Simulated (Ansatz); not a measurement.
# Rb2WBr6: the cost of one run

Program: Ansatz 0.2.0. Level of theory: DFT PBEsol+U (U = 5 eV, J = 0.9 eV on W d), plane waves, PAW, no spin–orbit coupling unless a run says so. These are calculated values, not measurements.

1 further run of the same task is left out (it didn't finish).

## (1) The starting structure

The structure is cubic, space group Fm-3m (No. 225). The conventional cell has a = 10.489 Å, b = 10.489 Å, c = 10.489 Å, α = 90.00°, β = 90.00°, γ = 90.00°. Rb (site symmetry -43m) has 12 Br at 3.71 Å as nearest neighbours. W (site symmetry m-3m) is surrounded by 6 Br at 2.57 Å. Br (site symmetry 4mm) is surrounded by 1 W at 2.57 Å and 4 Rb at 3.71 Å.

Coordinates:

```
Rb W Br
1.0
     0.00000    5.24450    5.24450
     5.24450    0.00000    5.24450
     5.24450    5.24450    0.00000
Rb W Br
2 1 6
Direct
  0.25000 0.25000 0.25000
  0.75000 0.75000 0.75000
  0.00000 0.00000 0.00000
  0.75500 0.24500 0.24500
  0.24500 0.75500 0.75500
  0.24500 0.75500 0.24500
  0.75500 0.24500 0.75500
  0.24500 0.24500 0.75500
  0.75500 0.75500 0.24500
```

## (2) Ferromagnetic start, free, symmetry kept, no search

input.yaml

```yaml
crystal:
  lattice:
    - [0.0, 5.24450036, 5.24450036]
    - [5.24450036, 0.0, 5.24450036]
    - [5.24450036, 5.24450036, 0.0]
  atoms:
    - { symbol: Rb, position: [0.25, 0.25, 0.25] }
    - { symbol: Rb, position: [0.75, 0.75, 0.75] }
    - { symbol: W, position: [0.0, 0.0, 0.0], spin: 2.0 }
    - { symbol: Br, position: [0.755, 0.245, 0.245] }
    - { symbol: Br, position: [0.245, 0.755, 0.755] }
    - { symbol: Br, position: [0.245, 0.755, 0.245] }
    - { symbol: Br, position: [0.755, 0.245, 0.755] }
    - { symbol: Br, position: [0.245, 0.245, 0.755] }
    - { symbol: Br, position: [0.755, 0.755, 0.245] }
basis:
  ecutwfc: 420
  ecutrho_ratio: 4
kpoints:
  mp_grid: { grid: [3, 3, 3] }
hamiltonian:
  xc: pbesol
  hubbard: { sites: [{ site: 2, l: d, u: 5.0, j: 0.9 }] }
scf:
  occupations: { method: gaussian, width: 0.05 }
  lower_state_search: "off"
  max_iter: 150
output:
  forces: true
  stress: true
  eigenvalues: true
  populations: true
  hubbard: { sites: [{ site: 2, l: d }] }
magnetization:
  spin_polarized: true
```

Command:

```
> ansatz run input.yaml --threads 4 --pin off --max-ram 6144MiB --backend cpu --events-out ev --progress --plain --runs-dir out
```

What time and memory should one allow on 4 threads of Arm Neoverse V1, shared host?

About 4.7 s, with a peak of 0.7 GiB.
